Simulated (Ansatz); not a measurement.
# CH4AlFN2: one species, many methods

An exercise on one series of results from a longer session: the logs are not shown, and one member is left open.

Method: functionals in def2-TZVPP, the program's frozen cores in correlated methods; program: Ansatz 0.2.0, Gaussian basis.

The runs, in order: LDA (SPW92), PBE-D4, revPBE-D4, BLYP-D4, r2SCAN-D4, B97M-V, PBE0-D4, B3LYP-D4, r2SCANh-D4, r2SCAN0-D4, HSE06-D4, BHLYP-D4, CAM-B3LYP-D4, LC-ωPBE, ωB97X-V, ωB97M-V, B2PLYP, PBE-QIDH; CCSD(T)/def2-SVP; CCSD(T)/def2-TZVPP; MP2/def2-QZVPP; extrapolation to the limit; RPA on PBE.

**Structure used throughout**

An earlier PBE0-D4 in a triple-zeta def2 set relaxation fixed the geometry.

SMILES `N=[C](N)[AlH][F]`, 9 atoms, charge 0, spin multiplicity 1.

Atoms are counted from 1 here; the program's logs count them from 0.

Bond lengths: N1–C2 1.282 Å, N1–H6 1.016 Å, C2–N3 1.367 Å, C2–Al4 1.971 Å, N3–H7 1.003 Å, N3–H8 1.010 Å, Al4–F5 1.649 Å, Al4–H9 1.578 Å. Angles: C2–N1–H6 111.5°, N1–C2–N3 119.0°, N1–C2–Al4 120.1°, N3–C2–Al4 120.8°, C2–N3–H7 120.3°, C2–N3–H8 117.1°, H7–N3–H8 116.9°, C2–Al4–F5 113.0°, C2–Al4–H9 128.5°, F5–Al4–H9 118.5°.

Coordinates:

```mol
CH4AlFN2
  3D, bonds by distance, orders not assigned

  9  8  0  0  0  0  0  0  0  0999 V2000
    1.5581    0.4573   -0.3497 N   0  0
    0.4734   -0.1393   -0.0166 C   0  0
    0.5338   -1.4384    0.4050 N   0  0
   -1.2588    0.7815   -0.2063 Al  0  0
   -1.1142    2.3049   -0.8205 F   0  0
    1.3775    1.3976   -0.6890 H   0  0
   -0.2338   -1.8431    0.9083 H   0  0
    1.4511   -1.8210    0.5857 H   0  0
   -2.6988    0.2541    0.1661 H   0  0
  1  2  8  0
  2  3  8  0
  2  4  8  0
  4  5  8  0
  1  6  8  0
  3  7  8  0
  3  8  8  0
  4  9  8  0
M  END
```

Set-up of the first run:

The input, in.yaml:

```yaml
crystal:
  periodic: [false, false, false]
  atoms:
    - {symbol: N, position_ang: [1.558092, 0.457345, -0.349667]}
    - {symbol: C, position_ang: [0.473362, -0.139328, -0.016621]}
    - {symbol: N, position_ang: [0.533830, -1.438392, 0.404977]}
    - {symbol: Al, position_ang: [-1.258799, 0.781474, -0.206293]}
    - {symbol: F, position_ang: [-1.114156, 2.304904, -0.820548]}
    - {symbol: H, position_ang: [1.377468, 1.397645, -0.688957]}
    - {symbol: H, position_ang: [-0.233752, -1.843096, 0.908261]}
    - {symbol: H, position_ang: [1.451115, -1.820970, 0.585750]}
    - {symbol: H, position_ang: [-2.698759, 0.254118, 0.166097]}
basis:
  gaussian: {orbitals: def2-TZVPP}
hamiltonian: {xc: lda}
output: {orbitals: {seedname: orbitals}}
```

On the command line:

```sh
> ansatz run in.yaml --threads 2 --pin off --events-out ev --progress --plain --max-ram 4352MiB
```

Among the steps run: LDA; PBE-D4 (GGA); revPBE-D4 (GGA); BLYP-D4 (GGA); r2SCAN-D4 (meta-GGA); B97M-V (meta-GGA); PBE0-D4 (hybrid); B3LYP-D4 (hybrid); r2SCANh-D4 (hybrid); r2SCAN0-D4 (hybrid); HSE06-D4 (hybrid); BHLYP-D4 (hybrid); CAM-B3LYP-D4 (range-separated); LC-ωPBE (range-separated); ωB97X-V (range-separated); ωB97M-V (range-separated); B2PLYP (double hybrid); PBE-QIDH (double hybrid).

One of the session's tables, all rows but one given; the rest of the session is left out.

It belongs to the step «Frontier levels by functional». 

| functional | HOMO (eV) | LUMO (eV) | gap (eV) |
| --- | --- | --- | --- |
| LDA (SPW92) | -5.73 | -2.64 | 3.09 |
| PBE-D4 | -5.59 | -2.38 | 3.21 |
| revPBE-D4 | -5.53 | -2.27 | 3.26 |
| BLYP-D4 | -5.49 | -2.29 | 3.21 |
| r2SCAN-D4 | -5.84 | -2.16 | 3.68 |
| B97M-V | -5.99 | -2.29 | 3.69 |
| PBE0-D4 | -6.96 | -1.62 | 5.35 |
| B3LYP-D4 | -6.75 | -1.85 | 4.90 |
| r2SCANh-D4 | -6.35 | -1.88 | 4.47 |
| r2SCAN0-D4 | -7.14 | -1.48 | 5.66 |
| HSE06-D4 | -6.56 | -1.99 | 4.57 |
| BHLYP-D4 | ? | ? | ? |
| CAM-B3LYP-D4 | -8.37 | -0.69 | 7.68 |
| LC-ωPBE | -9.69 | 0.44 | 10.13 |
| ωB97X-V | -9.36 | 0.33 | 9.69 |
| ωB97M-V | -9.26 | 0.07 | 9.33 |

Q: Estimate the row for BHLYP-D4 from the others.

Worked estimate for «HOMO (eV)». Against the share of exact exchange, BLYP-D4 (0, -5.49), B3LYP-D4 (0.2, -6.75) give a slope of -6.30 per unit share; at 0.5 the line stands at -8.64.

As computed: HOMO (eV): -8.20; LUMO (eV): -0.88; gap (eV): 7.33. In «HOMO (eV)» the line misses by -0.44.
